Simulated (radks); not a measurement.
# Zn⁴⁺ in [Ar] 3d8: an all-electron calculation

An exercise on one series of results from a longer session: the logs are not shown, and one member is left open.

The numbers are computed with radks (a radial shooting solver on a logarithmic mesh, Libxc functionals) version 1 (scalar-relativistic Kohn-Sham, PBE, spin-polarised, spherical densities, finite nucleus; open shells are filled with parallel spins first), except any that are marked as measured or tabulated.

## The system

* element: zinc (Z = 30)
* charge: +4
* electrons: 26
* configuration: [Ar] 3d8
* nuclear rms radius: 3.9283 fm

The outer shells:

Zn⁴⁺
```
[Ar] core
3d [↑↓][↑↓][↑↓][↑ ][↑ ]
```

Set-up of the first run:

Input:

```text
Z 30
configuration [Ar] 3d8
relativity scalar-relativistic
functional pbe,pbe
spin polarised
nucleus finite rms 3.9283 fm
c 137.035999084
```

Launch:

```
> python run_ks.py task.json out
```

The same process makes all the runs of this session.

One of the session's tables, all rows but one given; the rest of the session is left out.

It belongs to the step «Shells». From the orbitals of this run (lengths in bohr):

| level | <r> | outermost maximum (interpolated) | 90 % within | nodes |
| --- | --- | --- | --- | --- |
| 1s down | 0.05031 | 0.0329 | 0.0899 | 0 |
| 1s up | 0.05031 | 0.0329 | 0.0899 | 0 |
| 2s up | 0.2263 | 0.189 | 0.350 | 1 |
| 2s down | 0.2261 | 0.189 | 0.350 | 1 |
| 2p up | ? | ? | ? | ? |
| 2p down | 0.1982 | 0.152 | 0.324 | 0 |
| 3s up | 0.6714 | 0.585 | 1.00 | 2 |
| 3s down | 0.6728 | 0.586 | 1.00 | 2 |
| 3p up | 0.6959 | 0.588 | 1.07 | 1 |
| 3p down | 0.6982 | 0.589 | 1.07 | 1 |
| 3d up | 0.7692 | 0.549 | 1.28 | 0 |
| 3d down | 0.7785 | 0.552 | 1.30 | 0 |

Q: Estimate the row for 2p up from the others.

As computed: <r>: 0.1984; outermost maximum (interpolated): 0.152; 90 % within: 0.324; nodes: 0. In the column «<r>» it lies between 2p down (0.1982) and 2s down (0.2261).

Caveats from the session: Open shells are spherical and high-spin; term and fine-structure splittings are not resolved.
